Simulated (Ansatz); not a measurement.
# Rh (sc type): the cost of one run

Method: DFT LDA, with the methods named in each step, in Ansatz 0.2.0.

### 1 Starting point

Symmetry: Pm-3m, No. 221, cubic system. Conventional cell: a = 2.426 Å, b = 2.426 Å, c = 2.426 Å, α = 90.00°, β = 90.00°, γ = 90.00°. Around Rh (site symmetry m-3m) lie 6 Rh at 2.43 Å.

Structure file:

```cif
data_structure
_symmetry_space_group_name_H-M 'Pm-3m'
_symmetry_Int_Tables_number 221
_cell_length_a 2.4263
_cell_length_b 2.4263
_cell_length_c 2.4263
_cell_angle_alpha 90.000
_cell_angle_beta 90.000
_cell_angle_gamma 90.000
_cell_volume 14.28
loop_
_atom_site_label
_atom_site_type_symbol
_atom_site_symmetry_multiplicity
_atom_site_Wyckoff_symbol
_atom_site_fract_x
_atom_site_fract_y
_atom_site_fract_z
_atom_site_occupancy
Rh1 Rh 1 a 0.00000 0.00000 0.00000 1
```

The file gives the conventional cell by its symmetry; the runs use the cell typed in the input.

Whether this phase is the stable one at these pressures isn't tested.

### 2 Cell relaxed at zero pressure, PAW

File input.yaml:

```yaml
crystal:
  lattice:
    - [2.4263349719, 0.0, 0.0]
    - [0.0, 2.4263349719, 0.0]
    - [0.0, 0.0, 2.4263349719]
  atoms:
    - { symbol: Rh, position: [0.0, 0.0, 0.0] }
kpoints:
  mp_grid: { grid: [17, 17, 17] }
scf:
  occupations: { method: fermi_dirac, width: 0.08 }
hamiltonian:
  xc: lda
  pseudopotentials: { kind: paw }
output:
  forces: true
  stress: true
relax:
  f_tol: 0.005
  max_steps: 40
  cell: {}
```

The run is started by

```bash
$ ansatz run input.yaml --threads 1 --pin off --max-ram 2048MiB --backend cpu --events-out ev --progress --plain --runs-dir out
```

What time and memory should one allow on 1 thread of Arm Neoverse V2, shared host?

About 7.3 s, with a peak of 0.28 GiB.
